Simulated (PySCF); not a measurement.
# C2H6BN: geometry, NMR shifts, spin-spin couplings, electronic excitations and core binding energies, part 2 of 2

PySCF 2.14.0. Atoms count from 0. The steps go on from the part before.

**7. X-ray photoelectron lines: SCAN, X2C**

The job: settings as JSON, then the geometry in Å.

```
{"job": {"kind": "xps"}, "charge": 0, "multiplicity": 1}
B      2.079919    -0.038460     0.024934
C      0.549375    -0.015899     0.197669
N     -0.606798     0.001137     0.327308
C     -2.002420     0.024590     0.486959
H      2.438824     1.132242     0.028368
H      2.292543    -0.594704    -1.044895
H      2.520115    -0.669212     0.977515
H     -2.489813    -0.418436    -0.393746
H     -2.350486     1.061269     0.604022
H     -2.288839    -0.549968     1.379977
```

With the program's defaults for keys left out, this is: delta-SCF UKS SCAN, pcX-2 on the ionised atom, pcseg-1 elsewhere, spin-free X2C.

Output:

```text
ground state, core basis on atom 0 (B), 117 functions
  cycle   1  E = -159.27769460  |g| = 4.24e-01
  cycle   2  E = -159.18873623  |g| = 6.78e-01
  cycle   3  E = -159.32793971  |g| = 2.36e-01
  cycle   4  E = -159.34016461  |g| = 6.44e-02
  cycle   5  E = -159.34089132  |g| = 2.35e-02
  cycle   6  E = -159.34103976  |g| = 7.80e-03
  cycle   7  E = -159.34105876  |g| = 1.20e-03
  cycle   8  E = -159.34105870  |g| = 3.47e-04
  E(ground) = -159.34943276 Eh
hole in B 1s of atom 0
  cycle   1  E = -151.81129605  |g| = 1.17e+00
  cycle   2  E = -151.34736103  |g| = 1.38e+00
  cycle   3  E = -152.06129997  |g| = 5.86e-01
  cycle   4  E = -152.15762228  |g| = 3.88e-01
  cycle   5  E = -152.22407798  |g| = 3.85e-02
  cycle   6  E = -152.22470356  |g| = 1.69e-02
  cycle   7  E = -152.22487356  |g| = 5.67e-03
  cycle   8  E = -152.22489980  |g| = 2.34e-03
  cycle   9  E = -152.22490687  |g| = 1.41e-03
  cycle  10  E = -152.22491257  |g| = 7.61e-04
  cycle  11  E = -152.22491657  |g| = 4.39e-04
  E(ion) = -152.23444449 Eh   <S^2> = 0.7702   hole on atom = 1.000   binding energy = 193.609 eV
ground state, core basis on atom 1 (C), 117 functions
  cycle   1  E = -159.35140697  |g| = 5.79e-02
  cycle   2  E = -159.35114722  |g| = 3.74e-02
  cycle   3  E = -159.35078810  |g| = 5.49e-02
  cycle   4  E = -159.35147666  |g| = 3.93e-03
  cycle   5  E = -159.35148118  |g| = 5.82e-04
  cycle   6  E = -159.35148155  |g| = 1.87e-04
  E(ground) = -159.36025020 Eh
hole in C 1s of atom 1
  cycle   1  E = -148.01808341  |g| = 1.49e+00
  cycle   2  E = -145.55054663  |g| = 2.43e+00
  cycle   3  E = -148.02380375  |g| = 9.47e-01
  cycle   4  E = -148.26232099  |g| = 8.44e-01
  cycle   5  E = -148.57885127  |g| = 8.94e-02
  cycle   6  E = -148.58208827  |g| = 3.82e-02
  cycle   7  E = -148.58283809  |g| = 1.35e-02
  cycle   8  E = -148.58298084  |g| = 6.56e-03
  cycle   9  E = -148.58304109  |g| = 4.47e-03
  cycle  10  E = -148.58308268  |g| = 1.76e-03
  cycle  11  E = -148.58309148  |g| = 5.54e-04
  cycle  12  E = -148.58309200  |g| = 1.49e-04
  E(ion) = -148.59047351 Eh   <S^2> = 0.8040   hole on atom = 1.000   binding energy = 293.061 eV
ground state, core basis on atom 2 (N), 117 functions
  cycle   1  E = -159.36458333  |g| = 7.47e-02
  cycle   2  E = -159.36412172  |g| = 5.08e-02
  cycle   3  E = -159.36375041  |g| = 6.61e-02
  cycle   4  E = -159.36469297  |g| = 1.01e-02
  cycle   5  E = -159.36472543  |g| = 8.04e-04
  cycle   6  E = -159.36472600  |g| = 1.71e-04
  E(ground) = -159.37097666 Eh
hole in N 1s of atom 2
  cycle   1  E = -143.70344212  |g| = 1.87e+00
  cycle   2  E = -140.86581408  |g| = 2.74e+00
  cycle   3  E = -143.99069680  |g| = 7.57e-01
  cycle   4  E = -144.18836974  |g| = 6.18e-01
  cycle   5  E = -144.40680517  |g| = 1.46e-01
  cycle   6  E = -144.41534185  |g| = 5.41e-02
  cycle   7  E = -144.41686361  |g| = 1.30e-02
  cycle   8  E = -144.41698481  |g| = 6.07e-03
  cycle   9  E = -144.41701281  |g| = 1.49e-03
  cycle  10  E = -144.41701615  |g| = 6.62e-04
  cycle  11  E = -144.41701624  |g| = 3.26e-04
  E(ion) = -144.42251105 Eh   <S^2> = 0.7764   hole on atom = 1.000   binding energy = 406.768 eV
ground state, core basis on atom 3 (C), 117 functions
  cycle   1  E = -159.34876735  |g| = 5.60e-02
  cycle   2  E = -159.34876213  |g| = 1.12e-02
  cycle   3  E = -159.34866987  |g| = 2.29e-02
  cycle   4  E = -159.34878853  |g| = 4.04e-03
  cycle   5  E = -159.34879229  |g| = 3.43e-04
  E(ground) = -159.35606691 Eh
hole in C 1s of atom 3
  cycle   1  E = -148.00705651  |g| = 1.50e+00
  cycle   2  E = -143.38096410  |g| = 2.95e+00
  cycle   3  E = -147.69957173  |g| = 1.22e+00
  cycle   4  E = -148.41470717  |g| = 5.69e-01
  cycle   5  E = -148.48629261  |g| = 2.92e-01
  cycle   6  E = -148.54144773  |g| = 1.42e-01
  cycle   7  E = -148.55416645  |g| = 2.22e-02
  cycle   8  E = -148.55444563  |g| = 5.94e-03
  cycle   9  E = -148.55447084  |g| = 1.95e-03
  cycle  10  E = -148.55447491  |g| = 8.23e-04
  cycle  11  E = -148.55447616  |g| = 3.84e-04
  E(ion) = -148.56114305 Eh   <S^2> = 0.7670   hole on atom = 1.000   binding energy = 293.745 eV
```

Wall time 21 s (1 thread of Arm Neoverse V1, shared host); peak memory 0.47 GiB.

The holes in one table. −ε is the ground-state orbital energy:

| hole | stands for | environment | ΔSCF (eV) | −ε (eV) | ⟨S²⟩ | measured (eV) |
| --- | --- | --- | --- | --- | --- | --- |
| B1s on B0 | B0 | boron bonded to C, 3 H | 193.61 | 177.9 | 0.770 | 193.60 |
| C1s on C1 | C1 | nitrilium-type carbon | 293.06 | 276.0 | 0.804 | 293.43 |
| N1s on N2 | N2 | nitrogen bonded to 2 C | 406.77 | 388.0 | 0.776 | 407.13 |
| C1s on C3 | C3 | methyl carbon bonded to N | 293.74 | 276.3 | 0.767 | 294.06 |

Measured: gas; Beach, A photoelectron spectroscopic study of bonding in inorganic and organometallic compounds, PhD thesis, LBL 1985.

**8. Comparing the runs: NMR shifts**

Shifts (ppm), means over like atoms, with basis size and wall time:

| run | C1 | C3 | H7 | H4 | B0 | N2 | functions | time |
| --- | --- | --- | --- | --- | --- | --- | --- | --- |
| PBE0/pcSseg-1 | 157.7 | 26.5 | 3.31 | 1.19 | -55.3 | 158.8 | 98 | 5.6 s |
| WP04/pcSseg-2 | 159.0 | 29.8 | 3.21 | 0.90 | -50.6 | 148.1 | 228 | 16 s |

**9. Results**

This closing draws on all 2 parts.

```
                                                              quantity                        value
                                                           point group                          C3v
                                  rotational constants (main isotopes)        68.17, 3.49, 3.49 GHz
                                13C shifts against TMS (PBE0/pcSseg-1)              157.7, 26.5 ppm
1H shifts against TMS (PBE0/pcSseg-1, means over atoms taken as alike)               3.31, 1.19 ppm
                           11B shifts against BF3·OEt2 (PBE0/pcSseg-1)                    -55.3 ppm
                                15N shifts against NH3 (PBE0/pcSseg-1)                    158.8 ppm
                           largest coupling of the table (B3LYP/pcJ-1)      1J(C,H) C3–H7, 150.5 Hz
                                  lowest singlet (CAM-B3LYP/def2-SVPD)  6.46 eV (192 nm), f = 0.000
                              brightest single state of those computed  state 6, 7.93 eV, f = 0.980
                                                        lowest triplet                      5.81 eV
                                      C1s binding energies, SCAN/pcX-2      C3 293.74, C1 293.06 eV
                                      B1s binding energies, SCAN/pcX-2                 B0 193.61 eV
                                      N1s binding energies, SCAN/pcX-2                 N2 406.77 eV
                                              range of the shift of N2           148.1 to 158.8 ppm
```

**Reading.** The start was shaken at random, so part of the energy gained undoes that. Relaxing lowered the energy by 1.136 eV in 7 steps; the close pair that moved most is N2–C3, from 1.235 to 1.405 Å. The most deshielded hydrogen is H7, H8, H9 (mean) (hydrogen on a methyl carbon bonded to N), at 3.31 ppm: its carbon carries N, an electronegative neighbour. At PBE0/pcSseg-1: Shielding is most anisotropic at C1 (span 355 ppm, paramagnetic term -238 ppm). In the run at B3LYP/pcJ-1, the largest coupling of the table is C3–H7 (mean over like pairs), 150.5 Hz, of which the Fermi-contact term gives 149.4 Hz. The lowest singlet, at 6.46 eV, is HOMO→LUMO+2 0.27, HOMO−1→LUMO+1 0.26 and is dark; of the 10 states computed, the strongest absorption comes from state 6 at 7.93 eV. The lowest triplet lies 0.65 eV below the lowest singlet (triplets in Tamm-Dancoff, singlets in full TDDFT). The C1s levels kept as sound span 0.68 eV, from C1 (nitrilium-type carbon) up to C3 (methyl carbon bonded to N). At SCAN/pcX-2, against 4 measured binding energies, the mean signed error is -0.26 eV. Across the 2 runs the shift of N2 moves most, between 148.1 (WP04/pcSseg-2) and 158.8 ppm (PBE0/pcSseg-1).
